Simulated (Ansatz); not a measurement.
# OsBrCl: the cost of one run

Code: Ansatz 0.2.0. PAW datasets, plane waves. The structure was generated, not taken from experiment, and needn't be the ground state; spin polarisation is off.

## Step 1: The system as given

The cell was relaxed beforehand with r2SCAN.

The sheet's in-plane cell has a = 3.716 Å, b = 3.716 Å (γ = 120.0°), and its outermost atoms lie 2.47 Å apart along the normal. Os has 3 Cl at 2.46 Å and 3 Br at 2.49 Å; Cl has 3 Os at 2.46 Å; Br has 3 Os at 2.49 Å.

Structure file:

```
CELL_PARAMETERS angstrom
3.71603 0.00000 0.00000
-1.85802 3.21818 0.00000
0.00000 0.00000 29.90623
ATOMIC_POSITIONS crystal
Os 0.00000 0.00000 0.30167
Cl 0.33333 0.66667 0.34185
Br 0.66667 0.33333 0.25930
```
The sheet repeats along a and b alone.

## Step 2: Band structure with PBE

Input file input.yaml:

```yaml
crystal:
  lattice:
    - [3.7160303844, 0.0, 0.0]
    - [-1.8580151922, 3.2181767141, 0.0]
    - [0.0, 0.0, 29.9062340536]
  atoms:
    - { symbol: Os, position: [0.0, 0.0, 0.3016662236] }
    - { symbol: Cl, position: [0.3333333333, 0.6666666667, 0.341853066] }
    - { symbol: Br, position: [0.6666666667, 0.3333333333, 0.2593025084] }
  periodic: [true, true, false]
kpoints:
  mp_grid: { grid: [12, 12, 1] }
  band_path:
    path:
      - [0, 0, 0]
      - [0.5, 0, 0]
      - [0.3333333333333, 0.3333333333333, 0]
      - [0, 0, 0]
    npoints: 10
hamiltonian:
  xc: pbe
scf:
  occupations: { method: fermi_dirac, width: 0.02 }
  n_extra_bands: 4
output:
  forces: true
  stress: true
  eigenvalues: true
  write_density: true
  write_potential: true
  elf: true
  volumetric_format: npy
```

On the command line:

```console
$ ansatz run input.yaml --threads 4 --pin off --max-ram 5529MiB --backend cpu --events-out ev --progress --plain --runs-dir out
```

**Question.** How long does this run take on 4 threads of Arm Neoverse N1, shared host, and how much memory does it need?

About 13 s, with a peak of 0.63 GiB.
